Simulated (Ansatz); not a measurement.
# TaTi3Si8: the cost of one run

Computed with Ansatz 0.2.0 (DFT PBE, scalar-relativistic, plane waves, PAW, unless a step's input says otherwise).

1 further run of the same task is left out (it didn't finish).

### 1 The starting structure

It takes space group C222 (No. 21, orthorhombic). The conventional cell has a = 8.287 Å, b = 8.586 Å, c = 4.818 Å, α = 90.00°, β = 90.00°, γ = 90.00°. Ti (site symmetry 222) has 10 Si at 2.55 to 2.78 Å as nearest neighbours. Ti (site symmetry 2) is surrounded by 10 Si at 2.56 to 2.82 Å. Ta (site symmetry 222) is surrounded by 10 Si at 2.60 to 2.81 Å. Si (site symmetry 2) has 5 Si at 2.54 to 2.81 Å and 3 Ti at 2.57 to 2.78 Å and 2 Ta at 2.77 Å as nearest neighbours. Si (site symmetry 2) has 5 Si at 2.53 to 2.81 Å and 4 Ti at 2.56 to 2.75 Å and 1 Ta at 2.81 Å as nearest neighbours. Si (site symmetry 1) is surrounded by 5 Si at 2.53 to 2.88 Å and 4 Ti at 2.55 to 2.82 Å and 1 Ta at 2.60 Å.

Structure file:

```xyz
12
Lattice="4.1437 -4.2929 0.0000 4.1437 4.2929 0.0000 0.0000 0.0000 4.8181" Properties=species:S:1:pos:R:3 pbc="T T T"
Ti    4.1437    0.0000    0.0000
Ti    2.0718    2.1464    1.2177
Ti    2.0718   -2.1464    3.6004
Ta    0.0000    0.0000    2.4090
Si    6.9276    0.0000    0.0000
Si    2.8093    0.0000    2.4090
Si    1.3598    0.0000    0.0000
Si    5.4780    0.0000    2.4090
Si    3.3943   -2.1310    1.1823
Si    3.3943    2.1310    3.6357
Si    4.8931    2.1310    1.1823
Si    4.8931   -2.1310    3.6357
```

The cell was relaxed beforehand at this level, from a generated guess; it needn't be the stable form of this composition. At a tolerance of 0.05 Å it has space group C222 (No. 21); it has 14.28 Å³/atom, an uncorrected energy of -0.55 eV/atom over the elements.

### 2 Electronic structure at the relaxed geometry

Input file input.yaml:

```yaml
crystal:
  lattice:
    - [4.14368363, -4.2928984229, 0.0]
    - [4.14368363, 4.2928984229, 0.0]
    - [0.0, 0.0, 4.8180566463]
  atoms:
    - { symbol: Ti, position: [0.5, 0.5, 0.0] }
    - { symbol: Ti, position: [0.0, 0.5, 0.2527304571] }
    - { symbol: Ti, position: [0.5, 0.0, 0.7472695429] }
    - { symbol: Ta, position: [0.0, 0.0, 0.5] }
    - { symbol: Si, position: [0.8359216151, 0.8359216151, 0.0] }
    - { symbol: Si, position: [0.3389906306, 0.3389906306, 0.5] }
    - { symbol: Si, position: [0.1640783849, 0.1640783849, 0.0] }
    - { symbol: Si, position: [0.6610093694, 0.6610093694, 0.5] }
    - { symbol: Si, position: [0.657772102, 0.1613691649, 0.2453914868] }
    - { symbol: Si, position: [0.1613691649, 0.657772102, 0.7546085132] }
    - { symbol: Si, position: [0.342227898, 0.8386308351, 0.2453914868] }
    - { symbol: Si, position: [0.8386308351, 0.342227898, 0.7546085132] }
basis:
  ecutwfc: 420
kpoints:
  mp_grid: { grid: [6, 6, 8] }
  band_path:
    path:
      - [[0.0, 0.0, 0.0], [-0.5, 0.5, 0.0], [-0.48292278, 0.51707722, 0.0]]
      - [[0.48292278, 0.48292278, 0.0], [0.0, 0.0, 0.0], [0.0, 0.0, 0.5], [0.48292278, 0.48292278, 0.5]]
      - [[-0.48292278, 0.51707722, 0.5], [-0.5, 0.5, 0.5], [-0.5, 0.5, 0.0]]
      - [[0.0, 0.0, 0.0], [0.0, 0.5, 0.0], [0.0, 0.5, 0.5], [0.0, 0.0, 0.5], [-0.5, 0.5, 0.5]]
    npoints: 10
hamiltonian:
  xc: pbe
scf:
  occupations: { method: gaussian, width: 0.1 }
  n_extra_bands: 30
output:
  forces: true
  stress: true
  eigenvalues: true
  populations: true
  dos: { projected: true, de: 0.02, nscf_kmesh: { grid: [8, 8, 10] } }
  bader: false
  write_density: true
  write_potential: true
  elf: true
  volumetric_format: npy
```

On the command line:

```console
$ ansatz run input.yaml --threads 4 --pin off --max-ram 8192MiB --backend cpu --events-out ev --progress --plain --runs-dir out
```

Q: Estimate wall time and peak memory on 4 threads of Intel Xeon at 2.70GHz, shared host.

About 94 s, with a peak of 1.4 GiB.
